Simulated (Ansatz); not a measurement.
# CH5ClSSn: the cost of one run

All numbers are computed with the Python package of Ansatz 0.2.0. Level of theory: B3LYP/def2-SVP.

## 1. The structure

Bond lengths: C1–Sn2 2.089 Å, Sn2–S3 2.384 Å, Sn2–Cl4 2.326 Å, C1–H5 1.119 Å, C1–H6 1.164 Å, C1–H7 1.133 Å, Sn2–H8 1.724 Å, S3–H9 1.363 Å. Angles: C1–Sn2–S3 108.0°, C1–Sn2–Cl4 109.9°, C1–Sn2–H8 110.3°, S3–Sn2–Cl4 107.7°, S3–Sn2–H8 108.8°, Cl4–Sn2–H8 112.1°, Sn2–C1–H5 113.0°, Sn2–C1–H6 111.1°, Sn2–C1–H7 112.0°, H5–C1–H6 105.8°, H5–C1–H7 108.9°, H6–C1–H7 105.6°, Sn2–S3–H9 94.0°.

ch5clssn.xyz, read by the script:

```xyz
9

C    -0.59050    1.11550   -0.34680
Sn   -0.16330   -0.75090    0.48890
S     2.19190   -0.88020    0.83460
Cl   -0.75160   -2.43890   -0.99870
H    -0.10280    1.27160   -1.34130
H    -1.73320    1.23980   -0.53160
H    -0.29860    1.96590    0.34310
H    -0.95750   -0.91980    2.00920
H     2.49400   -0.64930   -0.47450
```

## 2. The script

freq_ch5clssn.py

```python
'''Vibrations of CH5ClSSn.'''

from dataclasses import dataclass

import ansatz as az
import numpy as np


@dataclass
class Settings:
    basis_set: str = 'def2-SVP'
    xc: str = 'b3lyp'


cfg = Settings()

system = az.Crystal.molecule_from_extxyz('ch5clssn.xyz')

calculation = system.calculation().basis(gaussian=cfg.basis_set).functional(cfg.xc)
symbols = [site.symbol for site in system.cartesian_sites]
start = np.array([site.position_ang for site in system.cartesian_sites], dtype=float)
rep = calculation.relax(force_tolerance=0.003).run().report
end = np.array(rep['positions_ang'])

print('bond        before    after (A)')
for i, j in [(0, 1), (0, 4), (0, 5), (0, 6), (1, 2), (1, 3), (1, 7), (2, 8)]:
    d0, d1 = (np.linalg.norm(xyz[i] - xyz[j]) for xyz in (start, end))
    print(f'{symbols[i]}{i}-{symbols[j]}{j}'.ljust(10), f'{d0:8.4f} {d1:8.4f}')

# same settings at the minimum
minimum = az.Crystal.molecule()
for symbol, xyz in zip(symbols, end):
    minimum = minimum.atom(symbol, xyz.tolist())
vibrating = minimum.calculation()
vibrating = vibrating.basis(gaussian=cfg.basis_set)
vibrating = vibrating.functional(cfg.xc)
vibrating = vibrating.phonons(temperatures=(298.15, 498.15, 100))
vib = vibrating.run().report['vibrations']
sums = vib['harmonic_sums']
modes = [m['omega_inv_cm'] for m in sums['modes_at_gamma'] if m['rigid_motion'] == 'no']
print('frequencies (1/cm):', ' '.join(f'{w:.0f}' for w in modes))
print('imaginary modes:', sum(w < 0 for w in modes), ' zero-point energy:', round(sums['zero_point_energy_ev'], 4), 'eV')
print('T (K)   F_vib (eV)   S_vib (meV/K)   C_vib (meV/K)')
for row in zip(sums['temperatures_k'], sums['vibrational_free_energy_ev'], vib['entropy_ev_per_k'], vib['heat_capacity_ev_per_k']):
    print(f'{row[0]:6.1f} {row[1]:11.4f} {1000 * row[2]:13.4f} {1000 * row[3]:15.4f}')
```

## 3. Launch

Command:

```bash
$ python freq_ch5clssn.py
```

Q: Estimate wall time and peak memory on 1 thread of Arm Neoverse V2, shared host.

About 4.9 min, with a peak of 0.31 GiB.
